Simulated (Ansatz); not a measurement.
# C₄H₆F₂Si: a ladder of functionals and wavefunction methods

One table from this session's results is given with a row withheld; the runs are named, their logs left out.

The runs use Ansatz 0.2.0, Gaussian basis; functionals in def2-TZVPP, the program's frozen cores in correlated methods.

Levels to be run: LDA (SPW92), PBE-D4, revPBE-D4, BLYP-D4, r2SCAN-D4, B97M-V, PBE0-D4, B3LYP-D4, r2SCANh-D4, r2SCAN0-D4, HSE06-D4, BHLYP-D4, CAM-B3LYP-D4, LC-ωPBE, ωB97X-V, ωB97M-V, B2PLYP, PBE-QIDH; CCSD(T)/def2-SVP; CCSD(T)/def2-TZVPP; MP2/def2-QZVPP; extrapolation to the limit; RPA on PBE.

### The geometry

The geometry comes from an earlier relaxation with PBE0-D4 in a triple-zeta def2 set; it is a stationary point, not always the lowest conformer.

SMILES `C=C[Si](F)(F)C=C`, 13 atoms, charge 0, spin multiplicity 1.

Atoms are counted from 1 here; the program's logs count them from 0.

Bond lengths: C1–C2 1.331 Å, C1–H8 1.086 Å, C1–H9 1.086 Å, C2–Si3 1.841 Å, C2–H10 1.089 Å, Si3–F4 1.593 Å, Si3–F5 1.593 Å, Si3–C6 1.841 Å, C6–C7 1.331 Å, C6–H11 1.089 Å, C7–H12 1.086 Å, C7–H13 1.086 Å. Angles: C2–C1–H8 121.6°, C2–C1–H9 122.1°, H8–C1–H9 116.3°, C1–C2–Si3 122.7°, C1–C2–H10 118.6°, Si3–C2–H10 118.8°, C2–Si3–F4 107.5°, C2–Si3–F5 109.8°, C2–Si3–C6 114.9°, F4–Si3–F5 107.1°, F4–Si3–C6 109.8°, F5–Si3–C6 107.5°, Si3–C6–C7 122.7°, Si3–C6–H11 118.8°, C7–C6–H11 118.6°, C6–C7–H12 121.6°, C6–C7–H13 122.1°, H12–C7–H13 116.3°.

Geometry (Å):

```mol
C4H6F2Si
  3D, bonds by distance, orders not assigned

 13 12  0  0  0  0  0  0  0  0999 V2000
   -0.3184   -2.5703    0.5306 C   0  0
    0.2793   -1.5557   -0.0896 C   0  0
   -0.5598    0.0534   -0.3972 Si  0  0
   -2.0737   -0.0988    0.0745 F   0  0
   -0.5841    0.3594   -1.9603 F   0  0
    0.2108    1.5017    0.4375 C   0  0
    0.7345    2.5237   -0.2355 C   0  0
   -1.3474   -2.5022    0.8708 H   0  0
    0.1902   -3.5111    0.7216 H   0  0
    1.3135   -1.6767   -0.4079 H   0  0
    0.2606    1.5146    1.5250 H   0  0
    0.7138    2.5603   -1.3205 H   0  0
    1.2012    3.3670    0.2657 H   0  0
  1  2  8  0
  2  3  8  0
  3  4  8  0
  3  5  8  0
  3  6  8  0
  6  7  8  0
  1  8  8  0
  1  9  8  0
  2 10  8  0
  6 11  8  0
  7 12  8  0
  7 13  8  0
M  END
```

The first run:

in.yaml

```yaml
crystal:
  periodic: [false, false, false]
  atoms:
    - {symbol: C, position_ang: [-0.318370, -2.570346, 0.530646]}
    - {symbol: C, position_ang: [0.279321, -1.555701, -0.089629]}
    - {symbol: Si, position_ang: [-0.559813, 0.053449, -0.397181]}
    - {symbol: F, position_ang: [-2.073734, -0.098774, 0.074544]}
    - {symbol: F, position_ang: [-0.584087, 0.359425, -1.960330]}
    - {symbol: C, position_ang: [0.210807, 1.501741, 0.437512]}
    - {symbol: C, position_ang: [0.734478, 2.523685, -0.235452]}
    - {symbol: H, position_ang: [-1.347377, -2.502191, 0.870799]}
    - {symbol: H, position_ang: [0.190214, -3.511078, 0.721589]}
    - {symbol: H, position_ang: [1.313462, -1.676740, -0.407868]}
    - {symbol: H, position_ang: [0.260609, 1.514597, 1.525042]}
    - {symbol: H, position_ang: [0.713830, 2.560337, -1.320547]}
    - {symbol: H, position_ang: [1.201160, 3.366996, 0.265673]}
basis:
  gaussian: {orbitals: def2-TZVPP}
hamiltonian: {xc: lda}
output: {orbitals: {seedname: orbitals}}
```

Launch:

```sh
> ansatz run in.yaml --threads 4 --pin off --events-out ev --progress --plain --max-ram 11315MiB
```

Steps of the session up to this table: LDA; PBE-D4 (GGA); revPBE-D4 (GGA); BLYP-D4 (GGA); r2SCAN-D4 (meta-GGA); B97M-V (meta-GGA); PBE0-D4 (hybrid); B3LYP-D4 (hybrid); r2SCANh-D4 (hybrid); r2SCAN0-D4 (hybrid); HSE06-D4 (hybrid); BHLYP-D4 (hybrid); CAM-B3LYP-D4 (range-separated); LC-ωPBE (range-separated); ωB97X-V (range-separated); ωB97M-V (range-separated); B2PLYP (double hybrid); PBE-QIDH (double hybrid).

One table of the session follows, with a row left open; its other results are not shown here.

It belongs to the step «Frontier levels by functional». 

```
  functional  HOMO (eV)  gap (eV)
 LDA (SPW92)          ?         ?
      PBE-D4      -7.12      5.01
   revPBE-D4      -7.05      5.03
     BLYP-D4      -6.94      4.98
   r2SCAN-D4      -7.34      5.42
      B97M-V      -7.32      5.46
     PBE0-D4      -8.26      7.12
    B3LYP-D4      -8.01      6.66
  r2SCANh-D4      -7.77      6.20
  r2SCAN0-D4      -8.41      7.37
    HSE06-D4      -7.86      6.33
    BHLYP-D4      -9.20      9.15
CAM-B3LYP-D4      -9.58      9.59
     LC-ωPBE     -11.02     12.17
     ωB97X-V     -10.59     11.68
     ωB97M-V     -10.49     11.45
```

**Question.** Estimate the row for LDA (SPW92).

As computed: HOMO (eV): -7.32; gap (eV): 4.94.
